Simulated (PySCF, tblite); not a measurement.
**CH10GeOSi2: dynamics, then NMR shifts on frames**

How do NMR shifts of CH10GeOSi2 (`[SiH3][CH2][GeH2][O][SiH3]`) change as the atoms move?

Programs: tblite 0.8.0 and PySCF 2.14.0, with density-fitted response routines of our own. Each step states its level of theory. These are calculated values for one molecule in the gas phase, unless marked as measured. Atoms count from 0, in the outputs and in this text.

## Step 1: The starting structure

15 atoms, charge 0, multiplicity 1; geometry from: GFN2-xTB.

Bonds of the start (Å): Si0–C1 1.90, C1–Ge2 1.97, Ge2–O3 1.75, O3–Si4 1.62, Si0–H5 1.47, Si0–H6 1.47, Si0–H7 1.46, C1–H8 1.09, C1–H9 1.09, Ge2–H10 1.51, Ge2–H11 1.52, Si4–H12 1.46, Si4–H13 1.46, Si4–H14 1.47.

## Step 2: A short Langevin run with GFN2-xTB

Job settings and geometry (Å):

```
{"job": {"kind": "md", "xc": "GFN2-xTB", "basis": "xTB", "temperature": 200, "steps": 2000, "every": 50, "frames": 5}, "charge": 0, "multiplicity": 1}
Si    -2.065866     0.660955    -0.149294
C     -1.225127    -0.912123     0.510579
Ge     0.453849    -1.338101    -0.422526
O      1.560296     0.003753    -0.253978
Si     2.239651     1.036910     0.790602
H     -2.468128     0.437051    -1.541866
H     -3.261169     0.895492     0.672120
H     -1.173212     1.815201    -0.053650
H     -1.003979    -0.796772     1.572134
H     -1.898276    -1.763148     0.416468
H      0.365600    -1.466463    -1.922840
H      1.188261    -2.538861     0.150287
H      3.281105     0.335920     1.544247
H      2.771095     2.081900    -0.078557
H      1.231487     1.556276     1.722738
```

With the program's defaults for keys left out, this is: GFN2-xTB Langevin dynamics, gas phase.

Run with:

```console
$ OMP_NUM_THREADS=1 python probes_run.py task.json out
```

The driver reads the jobs from task.json and runs them one after another.

Log:

```text
t/fs     T/K      E/eV
    0.0   159.5   -456.07883
   25.0   112.1   -455.88198
   50.0   114.8   -455.75478
   75.0   145.9   -455.80181
  100.0   175.3   -455.83678
  125.0   185.3   -455.87263
  150.0   156.7   -455.86487
  175.0   149.9   -455.82530
  200.0   155.2   -455.79657
  225.0   207.1   -455.80791
  250.0   171.1   -455.82594
  275.0   179.6   -455.90937
  300.0   186.6   -455.83336
  325.0   138.9   -455.77810
  350.0   167.9   -455.78554
  375.0   179.5   -455.79154
  400.0   259.0   -455.74183
  425.0   212.6   -455.68226
  450.0   204.7   -455.56228
  475.0   266.0   -455.69884
  500.0   266.0   -455.64415
  525.0   257.3   -455.61515
  550.0   241.7   -455.64988
  575.0   225.8   -455.72383
  600.0   192.5   -455.65354
  625.0   270.5   -455.76981
  650.0   233.0   -455.62982
  675.0   208.6   -455.63551
  700.0   228.9   -455.71593
  725.0   306.6   -455.85466
  750.0   270.5   -455.75386
  775.0   184.0   -455.73930
  800.0   118.7   -455.70122
  825.0   206.4   -455.87766
  850.0   215.0   -455.85510
  875.0   214.5   -455.77704
  900.0   199.9   -455.67769
  925.0   185.8   -455.64794
  950.0   275.6   -455.71199
  975.0   219.4   -455.76691
 1000.0   184.8   -455.70971
```

Wall time 13 s (1 thread of Arm Neoverse V1, shared host); peak memory 0.18 GiB.

Distance from the start (root mean square after alignment): 0 fs 0.00 Å, 200 fs 0.51 Å, 400 fs 0.42 Å, 600 fs 0.31 Å, 800 fs 0.85 Å, 1000 fs 0.79 Å.

Positions (Å) and forces (eV/Å) at 1000 fs:

```xyz
15

Si   -2.486    0.453    0.960    0.640    1.525   -1.037
C    -1.192   -0.910    0.863    0.670   -0.618    1.129
Ge    0.301   -0.931   -0.414   -0.176    0.518    0.266
O     0.913    0.748   -0.465   -0.086   -0.839    0.055
Si    2.110    1.668    0.097    1.081   -0.530    0.328
H    -2.792    0.773   -0.469   -0.009    0.005    0.418
H    -3.703   -0.036    1.540   -0.434   -0.217    0.463
H    -1.972    1.754    1.611   -0.345   -1.044   -0.321
H    -0.664   -0.947    1.851   -0.372    0.006   -0.459
H    -1.667   -1.893    0.780   -0.076    0.113   -0.025
H    -0.038   -1.211   -1.832   -0.053    0.006   -0.380
H     1.319   -1.975    0.064    0.085    0.312   -0.087
H     3.103    1.800   -0.992   -0.080   -0.097    0.190
H     1.484    2.941    0.312   -0.247    0.387    0.268
H     2.822    1.039    1.323   -0.597    0.473   -0.810
```

## Step 3: NMR shieldings: 250 fs, PBE0/pcSseg-1

Job settings and geometry (Å):

```
{"job": {"kind": "nmr", "xc": "PBE0", "basis": "pcSseg-1", "pop": false}, "charge": 0, "multiplicity": 1}
Si    -2.327100     0.599200    -0.157500
C     -1.503500    -1.087100     0.087200
Ge     0.304600    -1.215900    -0.651700
O      1.140400     0.194100    -0.129600
Si     2.083600     1.159100     0.856800
H     -2.174200     0.988400    -1.554400
H     -3.753200     0.367000     0.176300
H     -1.852900     1.723400     0.659200
H     -1.332600    -1.419400     1.080300
H     -2.058100    -1.837400    -0.439400
H      0.491700    -1.161000    -2.161900
H      1.086000    -2.392700    -0.079900
H      3.470400     0.667600     0.598200
H      1.726000     2.510500     0.317900
H      1.576600     0.915800     2.237000
```

With the program's defaults for keys left out, this is: GIAO PBE0/pcSseg-1 NMR shielding, non-relativistic, gas phase.

Log:

```text
coarse grid: 55320 points
cycle   1  E = -2774.2910271499  dE = -4.947e-01  |g| = 1.206e+00  |ddm| = 3.511e+00
cycle   2  E = -2773.9358243681  dE =  3.552e-01  |g| = 1.782e+00  |ddm| = 2.081e+00
cycle   3  E = -2774.4503993175  dE = -5.146e-01  |g| = 3.062e-01  |ddm| = 1.659e+00
cycle   4  E = -2774.4656735164  dE = -1.527e-02  |g| = 8.205e-02  |ddm| = 2.487e-01
cycle   5  E = -2774.4664996829  dE = -8.262e-04  |g| = 1.596e-02  |ddm| = 6.540e-02
cycle   6  E = -2774.4665625930  dE = -6.291e-05  |g| = 5.073e-03  |ddm| = 1.952e-02
cycle   7  E = -2774.4665678560  dE = -5.263e-06  |g| = 1.045e-03  |ddm| = 4.472e-03
final grid: 113032 points
cycle   8  E = -2774.4665535495  dE = -2.304e-08  |g| = 1.079e-03  |ddm| = 2.264e-03
cycle   9  E = -2774.4665534539  dE =  9.564e-08  |g| = 1.271e-03  |ddm| = 1.946e-03
cycle  10  E = -2774.4665537860  dE = -3.321e-07  |g| = 1.182e-04  |ddm| = 1.075e-03
cycle  11  E = -2774.4665537892  dE = -3.259e-09  |g| = 2.578e-05  |ddm| = 1.255e-04
cycle  12  E = -2774.4665537893  dE = -8.777e-11  |g| = 3.977e-06  |ddm| = 1.626e-05
converged SCF energy = -2774.4665537893

GIAO shielding tensors (ppm)
atom      isotropic    diamagn.    paramagn.     s11        s22        s33       span
  0 Si     425.289     879.144    -453.855    393.043    414.777    468.048     75.005
  1 C      194.880     258.024     -63.144    179.389    197.357    207.894     28.505
  2 Ge    1337.047    2757.351   -1420.304   1201.015   1333.844   1476.282    275.267
  3 O      344.216     407.655     -63.439    229.951    384.342    418.354    188.403
  4 Si     379.579     880.481    -500.902    342.137    352.981    443.620    101.483
  5 H       27.780      29.461      -1.682     24.175     26.217     32.946      8.771
  6 H       27.267      27.886      -0.619     23.388     24.974     33.438     10.050
  7 H       27.563      29.747      -2.184     23.809     26.563     32.317      8.509
  8 H       31.854      33.440      -1.586     26.335     29.907     39.320     12.985
  9 H       32.530      31.033       1.497     26.410     29.549     41.631     15.221
 10 H       26.229      29.616      -3.387     19.560     21.801     37.327     17.766
 11 H       26.162      29.688      -3.525     19.493     21.555     37.440     17.947
 12 H       25.844      28.674      -2.830     22.027     24.128     31.377      9.350
 13 H       25.744      29.693      -3.948     21.976     24.412     30.845      8.869
 14 H       26.011      30.395      -4.384     22.304     24.868     30.861      8.557
```

It took 35 s on 1 thread of Arm Neoverse V1, shared host; peak memory 0.87 GiB.

Shifts follow as δ = σ(reference) − σ, with reference shieldings (ppm) from runs at the same level and on the same kind of geometry: 1H TMS 31.72, 13C TMS 186.9, 29Si TMS 349.2, 17O H2O 336.1, 73Ge GeMe4 1331. The references are single molecules in the gas phase, so shifts against H2O, NH3, PH3, H3PO4 or CFCl3 are not on the usual liquid scales and can be off by tens of ppm. Each atom is listed at this fixed geometry, with no averaging over motion; a spectrum would average atoms that exchange fast.

| atoms | environment | σ (ppm) | δ (ppm) |
| --- | --- | --- | --- |
| C1 | sp3 CH2 bonded to Ge and Si | 194.9 | -8.0 |
| H13 | hydrogen on a silicon bonded to O | 25.74 | 5.97 |
| H12 | hydrogen on a silicon bonded to O | 25.84 | 5.87 |
| H14 | hydrogen on a silicon bonded to O | 26.01 | 5.71 |
| H11 | hydrogen on a germanium bonded to C, O | 26.16 | 5.55 |
| H10 | hydrogen on a germanium bonded to C, O | 26.23 | 5.49 |
| H6 | hydrogen on a silicon bonded to C | 27.27 | 4.45 |
| H7 | hydrogen on a silicon bonded to C | 27.56 | 4.15 |
| H5 | hydrogen on a silicon bonded to C | 27.78 | 3.94 |
| H8 | hydrogen on an sp3 CH2 bonded to Ge and Si | 31.85 | -0.14 |
| H9 | hydrogen on an sp3 CH2 bonded to Ge and Si | 32.53 | -0.81 |
| Si4 | silicon bonded to O, 3 H | 379.6 | -30.4 |
| Si0 | silicon bonded to C, 3 H | 425.3 | -76.1 |
| Ge2 | germanium bonded to C, O, 2 H | 1337 | -6 |
| O3 | oxygen bonded to Ge, Si | 344.2 | -8.1 |

Orbitals, density, ELF and potential are computed afterwards from the orbital file.

Frontier orbitals at PBE0/pcSseg-1, with the share of their density that lies nearest to each atom:

| orbital | energy (eV) | lies on |
| --- | --- | --- |
| HOMO | -7.86 | O3 39 %; C1 18 %; H12 8 % |
| LUMO | -0.07 | Si4 20 %; H12, H13, H14 about 16 % each; O3 11 % |

ELF in a plane through or near 6 of the atoms.

Ten even steps from '0' (0.00) to '9' (1.00):
```
0000000000000000000000000000
0000000000000000000000000000
0000000000000000000000000000
0000000000000026740000000000
0000000233000099992000000000
0000002677200199995258720000
0000003787300099994699970000
0000012212100048712699992000
0003784475343003224399981000
0029999131887205885334410000
0039999825887226787300000000
0018999513774128638840000000
0001797000121534779993000000
0000000000264113249982000000
0000000001899842104620000000
0000000003999961000000000000
0000000000799830000000000000
0000000000012100000000000000
0000000000000000000000000000
0000000000000000000000000000
```
The map spans 12.7 Å across and 10.4 Å up, centred on the molecule. Atoms in the plane (x, y in Å): Si0 (1.9, 1.0), Si4 (-2.6, 0.7), H6 (3.3, 1.3), H7 (1.1, 2.2), H9 (2.3, -1.4), H12 (-3.8, -0.2).

On the surface of density 0.002 e/bohr³ the electrostatic potential runs, from the 1st to the 99th percentile, from -0.82 V near O3 to 1.60 V near Si4.

## Step 4: NMR shieldings: 425 fs, PBE0/pcSseg-1

Job settings and geometry (Å):

```
{"job": {"kind": "nmr", "xc": "PBE0", "basis": "pcSseg-1", "pop": false}, "charge": 0, "multiplicity": 1}
Si    -2.376200     0.544500    -0.185000
C     -1.442400    -1.043600     0.298500
Ge     0.279900    -1.010200    -0.674600
O      1.459600    -0.158400     0.193700
Si     2.070100     1.142900     0.898200
H     -2.709400     0.613900    -1.585900
H     -3.571900     0.643800     0.562000
H     -1.682700     1.831000     0.072700
H     -1.264600    -0.878400     1.362700
H     -2.034500    -1.987600     0.309300
H      0.211700    -0.365700    -2.058500
H      0.810600    -2.474800    -0.559800
H      3.572800     0.954500     0.839600
H      1.762400     2.297400     0.071200
H      1.616900     1.196400     2.265900
```

With the program's defaults for keys left out, this is: GIAO PBE0/pcSseg-1 NMR shielding, non-relativistic, gas phase.

Log:

```text
coarse grid: 55320 points
cycle   1  E = -2774.2962836801  dE = -4.248e-01  |g| = 1.186e+00  |ddm| = 3.540e+00
cycle   2  E = -2774.0170706517  dE =  2.792e-01  |g| = 1.669e+00  |ddm| = 1.812e+00
cycle   3  E = -2774.4458528744  dE = -4.288e-01  |g| = 2.724e-01  |ddm| = 1.390e+00
cycle   4  E = -2774.4579986499  dE = -1.215e-02  |g| = 7.778e-02  |ddm| = 2.223e-01
cycle   5  E = -2774.4587399207  dE = -7.413e-04  |g| = 1.381e-02  |ddm| = 6.000e-02
cycle   6  E = -2774.4587866181  dE = -4.670e-05  |g| = 5.032e-03  |ddm| = 1.769e-02
cycle   7  E = -2774.4587920228  dE = -5.405e-06  |g| = 8.732e-04  |ddm| = 4.352e-03
final grid: 113032 points
cycle   8  E = -2774.4588359221  dE = -4.198e-08  |g| = 8.384e-04  |ddm| = 1.914e-03
cycle   9  E = -2774.4588358572  dE =  6.486e-08  |g| = 9.820e-04  |ddm| = 1.585e-03
cycle  10  E = -2774.4588360740  dE = -2.168e-07  |g| = 1.036e-04  |ddm| = 8.800e-04
cycle  11  E = -2774.4588360767  dE = -2.708e-09  |g| = 1.597e-05  |ddm| = 1.128e-04
cycle  12  E = -2774.4588360768  dE = -4.138e-11  |g| = 2.465e-06  |ddm| = 1.136e-05
converged SCF energy = -2774.4588360768

GIAO shielding tensors (ppm)
atom      isotropic    diamagn.    paramagn.     s11        s22        s33       span
  0 Si     427.043     879.616    -452.572    390.273    403.154    487.702     97.429
  1 C      194.539     259.424     -64.885    166.672    200.618    216.328     49.656
  2 Ge    1355.174    2756.470   -1401.296   1227.438   1341.684   1496.402    268.964
  3 O      339.868     403.970     -64.102    234.464    376.332    408.807    174.344
  4 Si     392.454     880.361    -487.907    349.166    356.433    471.762    122.596
  5 H       28.148      29.240      -1.092     24.640     25.877     33.926      9.286
  6 H       28.224      29.294      -1.070     24.167     25.521     34.983     10.816
  7 H       27.513      29.737      -2.224     23.783     26.734     32.022      8.239
  8 H       31.734      33.903      -2.169     27.577     28.779     38.846     11.268
  9 H       30.708      29.623       1.085     25.466     26.899     39.758     14.293
 10 H       26.156      29.196      -3.041     20.079     21.870     36.518     16.439
 11 H       25.554      27.955      -2.401     18.834     21.210     36.617     17.783
 12 H       26.057      28.120      -2.063     22.523     24.207     31.440      8.917
 13 H       26.644      30.424      -3.780     23.048     25.215     31.670      8.622
 14 H       26.815      30.469      -3.655     23.010     25.273     32.160      9.150
```

Wall time 24 s (1 thread of Arm Neoverse V1, shared host); peak memory 0.88 GiB.

In short: δ C1 -7.6, Si4 -43.3, Si0 -77.9, Ge2 -24, H11 6.16, H12 5.66 ppm.

[end of part 1 of 2]
